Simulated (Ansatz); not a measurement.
# KBRu: the cost of one run

Computed with Ansatz 0.2.0 (DFT PBE, scalar-relativistic, plane waves, PAW, unless a step's input says otherwise).

1 further run of the same task is left out (set aside as unsound or not needed).

## Step 1: The structure to begin with

The structure is tetragonal, space group P4/mmm (No. 123). The conventional cell has a = 4.263 Å, b = 4.263 Å, c = 3.949 Å, α = 90.00°, β = 90.00°, γ = 90.00°. K (site symmetry 4/mmm) has 4 B at 3.01 Å as nearest neighbours. Around B (site symmetry 4/mmm) lie 2 Ru at 1.97 Å. Ru (site symmetry 4/mmm) is surrounded by 2 B at 1.97 Å.

Structure file:

```cif
data_structure
_symmetry_space_group_name_H-M 'P4/mmm'
_symmetry_Int_Tables_number 123
_cell_length_a 4.2634
_cell_length_b 4.2634
_cell_length_c 3.9490
_cell_angle_alpha 90.000
_cell_angle_beta 90.000
_cell_angle_gamma 90.000
_cell_volume 71.78
loop_
_atom_site_label
_atom_site_type_symbol
_atom_site_symmetry_multiplicity
_atom_site_Wyckoff_symbol
_atom_site_fract_x
_atom_site_fract_y
_atom_site_fract_z
_atom_site_occupancy
K1 K 1 d 0.50000 0.50000 0.50000 1
B1 B 1 b 0.00000 0.00000 0.50000 1
Ru1 Ru 1 a 0.00000 0.00000 0.00000 1
```

It is the end of an earlier relaxation with the same method, from a generated guess; it is a trial structure. At a tolerance of 0.05 Å it has space group P4/mmm (No. 123); it has 23.93 Å³/atom, an uncorrected energy of +1.27 eV/atom over the elements.

## Step 2: Static run: bands, density of states and charges

The input, input.yaml:

```yaml
crystal:
  lattice:
    - [4.2634276312, 0.0, 0.0]
    - [0.0, 4.2634276312, 0.0]
    - [0.0, 0.0, 3.9489918745]
  atoms:
    - { symbol: K, position: [0.5, 0.5, 0.5] }
    - { symbol: B, position: [0.0, 0.0, 0.5] }
    - { symbol: Ru, position: [0.0, 0.0, 0.0], spin: 0.55 }
basis:
  ecutwfc: 420
kpoints:
  mp_grid: { grid: [12, 12, 12] }
  band_path:
    path:
      - [[0.0, 0.0, 0.0], [0.0, 0.5, 0.0], [0.5, 0.5, 0.0], [0.0, 0.0, 0.0], [0.0, 0.0, 0.5], [0.0, 0.5, 0.5], [0.5, 0.5, 0.5], [0.0, 0.0, 0.5]]
      - [[0.0, 0.5, 0.0], [0.0, 0.5, 0.5]]
      - [[0.5, 0.5, 0.0], [0.5, 0.5, 0.5]]
    npoints: 14
hamiltonian:
  xc: pbe
scf:
  occupations: { method: gaussian, width: 0.1 }
  n_extra_bands: 7
output:
  forces: true
  stress: true
  eigenvalues: true
  populations: true
  dos: { projected: true, de: 0.02, nscf_kmesh: { grid: [15, 15, 15] } }
  bader: true
  write_density: true
  write_potential: true
  elf: true
  volumetric_format: npy
magnetization:
  spin_polarized: true
checkpoint:
  read: start.run
  write: ck
  compress: false
  write_wavefunctions: false
  write_every: 100000
```

The run is started by

```
$ ansatz run input.yaml --threads 1 --pin off --max-ram 2560MiB --backend cpu --events-out ev --progress --plain --runs-dir out
```

**Question.** How long does this run take on 1 thread of Intel Xeon 6975P-C (Granite Rapids), shared host, and how much memory does it need?

About 57 s, with a peak of 0.71 GiB.
